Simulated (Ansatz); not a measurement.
**C2H8BN: one species, many methods**

The task here is to estimate one member of a computed series from the others.

The runs use Ansatz 0.2.0, Gaussian basis; functionals in def2-TZVPP, the program's frozen cores in correlated methods.

Levels to be run: LDA (SPW92), PBE-D4, revPBE-D4, BLYP-D4, r2SCAN-D4, B97M-V, PBE0-D4, B3LYP-D4, r2SCANh-D4, r2SCAN0-D4, HSE06-D4, BHLYP-D4, CAM-B3LYP-D4, LC-ωPBE, ωB97X-V, ωB97M-V, B2PLYP, PBE-QIDH; CCSD(T)/def2-SVP; CCSD(T)/def2-TZVPP; MP2/def2-QZVPP; extrapolation to the limit; RPA on PBE.

## The geometry

All runs share one geometry, relaxed beforehand with PBE0-D4 in a triple-zeta def2 set.

12 atoms, charge 0, spin multiplicity 1.

Atoms are counted from 1 here; the program's logs count them from 0.

Bond lengths: B1–C2 1.568 Å, B1–N4 1.611 Å, B1–H5 1.199 Å, B1–H6 1.201 Å, C2–C3 1.500 Å, C2–N4 1.500 Å, C2–H7 1.087 Å, C3–H8 1.094 Å, C3–H9 1.092 Å, C3–H10 1.096 Å, N4–H11 1.008 Å, N4–H12 1.009 Å. Angles: C2–B1–N4 56.3°, C2–B1–H5 119.6°, C2–B1–H6 118.0°, N4–B1–H5 112.6°, N4–B1–H6 112.0°, H5–B1–H6 120.0°, B1–C2–C3 124.1°, B1–C2–N4 63.3°, B1–C2–H7 119.1°, C3–C2–N4 114.0°, C3–C2–H7 113.8°, N4–C2–H7 109.8°, C2–C3–H8 110.9°, C2–C3–H9 109.4°, C2–C3–H10 113.2°, H8–C3–H9 106.8°, H8–C3–H10 108.7°, H9–C3–H10 107.7° and more.

Set-up of the first run:

The input, in.yaml:

```yaml
crystal:
  periodic: [false, false, false]
  atoms:
    - {symbol: B, position_ang: [-1.123335, 0.725214, -0.373037]}
    - {symbol: C, position_ang: [0.380192, 0.286553, -0.297366]}
    - {symbol: C, position_ang: [1.103041, -0.024626, 0.979930]}
    - {symbol: N, position_ang: [-0.609146, -0.763667, -0.709275]}
    - {symbol: H, position_ang: [-1.522973, 1.304833, -1.344003]}
    - {symbol: H, position_ang: [-1.750828, 0.763865, 0.650399]}
    - {symbol: H, position_ang: [1.040754, 0.516117, -1.130104]}
    - {symbol: H, position_ang: [0.396389, -0.278272, 1.775330]}
    - {symbol: H, position_ang: [1.648520, 0.861435, 1.312509]}
    - {symbol: H, position_ang: [1.826253, -0.842195, 0.878070]}
    - {symbol: H, position_ang: [-0.558938, -1.092559, -1.660587]}
    - {symbol: H, position_ang: [-0.752930, -1.511797, -0.047866]}
basis:
  gaussian: {orbitals: def2-TZVPP}
hamiltonian: {xc: lda}
output: {orbitals: {seedname: orbitals}}
```

Run with:

```
ansatz run in.yaml --threads 2 --pin off --events-out ev --progress --plain --max-ram 4352MiB
```

Among the steps run: LDA; PBE-D4 (GGA); revPBE-D4 (GGA); BLYP-D4 (GGA); r2SCAN-D4 (meta-GGA); B97M-V (meta-GGA); B3LYP-D4 (hybrid); r2SCANh-D4 (hybrid); r2SCAN0-D4 (hybrid); HSE06-D4 (hybrid); BHLYP-D4 (hybrid); CAM-B3LYP-D4 (range-separated); LC-ωPBE (range-separated); ωB97X-V (range-separated); ωB97M-V (range-separated); B2PLYP (double hybrid); PBE-QIDH (double hybrid).

One table of the session follows, with a row left open; its other results are not shown here.

It belongs to the step «Frontier levels by functional». 

```
  functional  HOMO (eV)  LUMO (eV)  gap (eV)
 LDA (SPW92)      -6.16      -0.36      5.80
      PBE-D4          ?          ?         ?
   revPBE-D4      -5.99      -0.22      5.77
     BLYP-D4      -5.94      -0.29      5.65
   r2SCAN-D4      -6.26       0.49      6.76
      B97M-V      -6.38      -0.06      6.32
     PBE0-D4      -7.32       0.58      7.91
    B3LYP-D4      -7.13       0.23      7.36
  r2SCANh-D4      -6.75       0.74      7.48
  r2SCAN0-D4      -7.47       1.08      8.56
    HSE06-D4      -6.92       0.21      7.14
    BHLYP-D4      -8.55       1.20      9.75
CAM-B3LYP-D4      -8.75       1.34     10.08
     LC-ωPBE     -10.10       2.64     12.74
     ωB97X-V      -9.74       2.45     12.19
     ωB97M-V      -9.64       1.95     11.59
```

Estimate the missing values for PBE-D4.

As computed: HOMO (eV): -6.04; LUMO (eV): -0.27; gap (eV): 5.78. In the column «HOMO (eV)» it lies between LDA (SPW92) (-6.16) and revPBE-D4 (-5.99).
